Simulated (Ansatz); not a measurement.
**Ga2Te3O: one candidate of a structure search**

Aim: relax a trial structure of Ga2Te3O and see where it ends.

Method: DFT PBE, scalar-relativistic, plane waves, PAW, in Ansatz 0.2.0.

## Step 1: The system as given

Symmetry: P6/mmm, No. 191, hexagonal system. The conventional cell has a = 6.200 Å, b = 6.200 Å, c = 5.178 Å, α = 90.00°, β = 90.00°, γ = 120.00°. Around Ga (site symmetry -6m2) lie 3 Te at 1.79 Å. Te (site symmetry mmm) has 2 Ga at 1.79 Å in its first shell of neighbours. O (site symmetry 6/mmm) is surrounded by 6 Te at 3.10 Å.

As a file:

```
CELL_PARAMETERS angstrom
6.19977 0.00000 0.00000
-3.09988 5.36916 0.00000
0.00000 0.00000 5.17758
ATOMIC_POSITIONS crystal
Ga 0.33333 0.66667 0.00000
Ga 0.66667 0.33333 0.00000
Te 0.50000 0.00000 0.00000
Te 0.00000 0.50000 0.00000
Te 0.50000 0.50000 0.00000
O 0.00000 0.00000 0.00000
```

A structure generator made this guess: random cell by space group and Wyckoff sites (P6/mmm, No. 191). The dimensions are guesses.

## Step 2: A first look at the guess

input.yaml reads:

```yaml
crystal:
  lattice:
    - [6.19976929, 0.0, 0.0]
    - [-3.09988465, 5.3691577, 0.0]
    - [0.0, 0.0, 5.17757677]
  atoms:
    - { symbol: Ga, position: [0.33333333, 0.66666667, 0.0] }
    - { symbol: Ga, position: [0.66666667, 0.33333333, 0.0] }
    - { symbol: Te, position: [0.5, 0.0, 0.0] }
    - { symbol: Te, position: [0.0, 0.5, 0.0] }
    - { symbol: Te, position: [0.5, 0.5, 0.0] }
    - { symbol: O, position: [0.0, 0.0, 0.0] }
basis:
  ecutwfc: 420
kpoints:
  mp_grid: { grid: [3, 3, 4] }
hamiltonian:
  xc: pbe
scf:
  occupations: { method: gaussian, width: 0.1 }
  lower_state_search: "off"
output:
  forces: true
  stress: true
  eigenvalues: true
```

The run is started by

```bash
ansatz run input.yaml --threads 1 --pin off --max-ram 2560MiB --backend cpu --events-out ev --progress --plain --runs-dir out
```

The session goes on with these runs: rough relaxation on the coarse mesh; relaxation on the finer mesh.

Q: Predict the outcome of this session. Wanted: conventional cell; volume; energy over the elements; gap on the mesh.

**Answer**, as computed:

| quantity | value |
| --- | --- |
| symmetry at the end (tolerance 0.05 Å) | space group P6/mmm (No. 191) |
| conventional cell | a = 9.932 Å, b = 9.932 Å, c = 2.816 Å, α = 90.00°, β = 90.00°, γ = 120.00° |
| volume | 40.10 Å³/atom |
| energy over the elements (uncorrected; H, N, O, F and Cl as molecules) | +0.70 eV/atom |
| gap on the mesh | none (metal) |

The space group P6/mmm (No. 191) is kept, and the volume per atom grows by 39.6 % from the first guess. The formation energy is positive, so the separate elements lie lower. No finished test with a distortion of lower symmetry is shown, so the end may be a saddle point. Spin-orbit coupling is left out for Te.
